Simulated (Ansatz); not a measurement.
**BGeC+ (triplet): wave-function methods side by side, cc-pVDZ**

One table from this session's results is given with a row withheld; the runs are named, their logs left out.

The runs use Ansatz 0.2.0, Gaussian basis; cc-pVDZ, core rule «outside noble gas», up to 16 orbitals frozen.

To be run: UHF; CCSD(T) on ROHF; CCSD(T) on UHF; BCCD(T) on ROHF; CISD as a restricted active space (open shells left free, so some higher excitations enter); CCSDT(Q) on ROHF; CCSDT(Q) on UHF; CASSCF and MRCISD+Q, 10 electrons in 10 orbitals; CASSCF and NEVPT2, 10 electrons in 10 orbitals.

26 further runs of the same task are left out: 12 that didn't finish, 14 set aside as unsound or not needed. Runs told in other sessions of the task aren't counted.

## The geometry

The geometry is a PBE0/def2-TZVP stationary point (not a proven minimum) of the parent state, kept for this charge and spin. No spin-orbit coupling is included. The filled d shell of Ge may be among the frozen orbitals whatever the setting's name suggests.

3 atoms, charge 1, spin multiplicity 3.

Atoms are counted from 1 here; the program's logs count them from 0.

Bond lengths: B1–C2 1.397 Å, C2–Ge3 1.899 Å. Angles: B1–C2–Ge3 180.0°.

As a file:

| atom | x (Å) | y (Å) | z (Å) |
| --- | --- | --- | --- |
| B1 | 0.0000 | 0.0000 | 1.5643 |
| C2 | 0.0000 | 0.0000 | 0.1671 |
| Ge3 | 0.0000 | 0.0000 | -1.7314 |

Set-up of the first run:

in.yaml

```yaml
crystal:
  periodic: [false, false, false]
  atoms:
    - {symbol: B, position_ang: [0.000000, 0.000000, 1.564300]}
    - {symbol: C, position_ang: [0.000000, 0.000000, 0.167100]}
    - {symbol: Ge, position_ang: [0.000000, 0.000000, -1.731400]}
basis:
  gaussian: {orbitals: cc-pVDZ}
total_charge: 1
magnetization: {spin_polarized: true, initial_magnetization: 2}
hamiltonian: {xc: hf}
output: {orbitals: {seedname: orbitals}}
```

The run is started by

```bash
ansatz run in.yaml --threads 1 --pin off --events-out ev --progress --plain --max-ram 2393MiB
```

Steps of the session up to this table: UHF; CCSD(T) on ROHF; CCSD(T) on UHF; BCCD(T) on ROHF; CISD as a restricted active space (open shells left free, so some higher excitations enter); CCSDT(Q) on ROHF; CCSDT(Q) on UHF; CASSCF and MRCISD+Q, 10 electrons in 10 orbitals; CASSCF and NEVPT2, 10 electrons in 10 orbitals.

One table of the session follows, with a row left open; its other results are not shown here.

It belongs to the step «Misses and costs». 

```
   method  from UCCSDT(Q) (kcal/mol)
     ROHF                    +151.39
      UHF                    +148.75
     RMP2                     +27.85
     UMP2                     +28.08
     CISD                          ?
    RCCSD                      +9.07
    UCCSD                      +8.95
 RCCSD(T)                      +1.93
 UCCSD(T)                      +1.99
  BCCD(T)                      +1.87
   RCCSDT                      +0.71
   UCCSDT                      +0.69
RCCSDT(Q)                      +0.09
UCCSDT(Q)                          0
```

**Question.** Estimate the row for CISD.

The run gave: from UCCSDT(Q) (kcal/mol): +20.55. In the column «from UCCSDT(Q) (kcal/mol)» it lies between RCCSD (+9.07) and RMP2 (+27.85).

Not comparable, so not listed: CASSCF and NEVPT2, 10 electrons in 10 orbitals (they don't share determinant, frozen orbitals or solution with the rows shown, or repeat one).

To keep in mind: Left out of the table: CASSCF frontier, MRCISD frontier, MRCISD+Q frontier (the active space lost an orbital or holds another state than full CI finds). Restricted and unrestricted rows rest on different reference determinants; a gap between their highest levels can come from leftover correlation error, from unlike frozen cores or from another state. Warnings in the runs' records: passed over end.
